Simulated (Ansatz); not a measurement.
# WC: a tetragonal deformation path

The task here is to estimate one member of a computed series from the others.

Program: Ansatz 0.2.0. Level of theory: DFT PBEsol, scalar-relativistic, plane waves, PAW. These are calculated values, not measurements.

**The structure to begin with**

It takes space group Fm-3m (No. 225, cubic). Conventional cell: a = 4.385 Å, b = 4.385 Å, c = 4.385 Å, α = 90.00°, β = 90.00°, γ = 90.00°. W (site symmetry m-3m) is surrounded by 6 C at 2.19 Å. C (site symmetry m-3m) is surrounded by 6 W at 2.19 Å.

As a file:

```
W C
1.0
     0.00000    2.19268    2.19268
     2.19268    0.00000    2.19268
     2.19268    2.19268    0.00000
W C
1 1
Direct
  0.00000 0.00000 0.00000
  0.50000 0.50000 0.50000
```

It goes back to an entry of the Materials Project, which need not be the stable form.

The cell is taken as given, not relaxed at this level.

**The reference cell**

The reference gives a free energy of -10502.8129 eV, pressure -10.06 GPa, largest force 0.000 eV/Å and gap on the mesh none (metal). It was computed beforehand with the settings of the runs below.

The first run:

At fixed volume and fractional coordinates, lengths along (0.000, 0.000, 1.000) are scaled against those across it; ρ is that ratio over its starting value.

Input file input.yaml:

```yaml
crystal:
  lattice:
    - [0.0, 2.4613284764, 1.7401592328]
    - [2.4613284764, 0.0, 1.7401592328]
    - [2.4613284764, 2.4613284764, 0.0]
  atoms:
    - { symbol: W, position: [0.0, 0.0, 0.0] }
    - { symbol: C, position: [0.5, 0.5, 0.5] }
basis:
  ecutwfc: 420
kpoints:
  mp_grid: { grid: [20, 20, 20] }
hamiltonian:
  xc: pbesol
scf:
  occupations: { method: gaussian, width: 0.15 }
output:
  forces: true
  stress: true
  eigenvalues: true
```

Command:

```sh
ansatz run input.yaml --threads 1 --pin off --max-ram 2560MiB --backend cpu --events-out ev --progress --plain --runs-dir out
```

Steps of the session up to this table: Point ρ = 0.707; At ρ = 1.414; ρ = 0.850; Point ρ = 1.200; ρ = 0.780; At ρ = 1.300; At ρ = 0.920; Point ρ = 1.100; At ρ = 0.650; ρ = 1.500; At ρ = 0.960; At ρ = 1.050.

One table of the session follows, with a row left open; its other results are not shown here.

| ρ | ΔE (meV/atom) | pressure (GPa) |
| --- | --- | --- |
| 0.650 | 3596.0 | 115.5 |
| 0.707 | 2206.3 | 79.1 |
| 0.780 | 1023.2 | 39.6 |
| 0.850 | 391.9 | 11.5 |
| 0.920 | 93.2 | -4.4 |
| 0.960 | ? | ? |
| 1.000 | 0.0 | -10.1 |
| 1.050 | 26.2 | -8.2 |
| 1.100 | 93.5 | -3.3 |
| 1.200 | 311.4 | 13.6 |
| 1.300 | 609.1 | 36.3 |
| 1.414 | 1029.6 | 66.8 |
| 1.500 | 1401.1 | 91.9 |

Estimate the missing values for ρ = 0.960.

Worked estimate for «ΔE (meV/atom)». A straight line through the neighbours (0.920, 93.2) and (1.000, 0.0) gives 93.2 + (0.0 − 93.2) × (0.960 − 0.920) / (1.000 − 0.920) = 46.6; a parabola fitted to 4 rows on both sides gives 17.3.

The run gave: ΔE (meV/atom): 21.1; pressure (GPa): -8.7. In «ΔE (meV/atom)» the line misses by +25.5 and the parabola by -3.8.
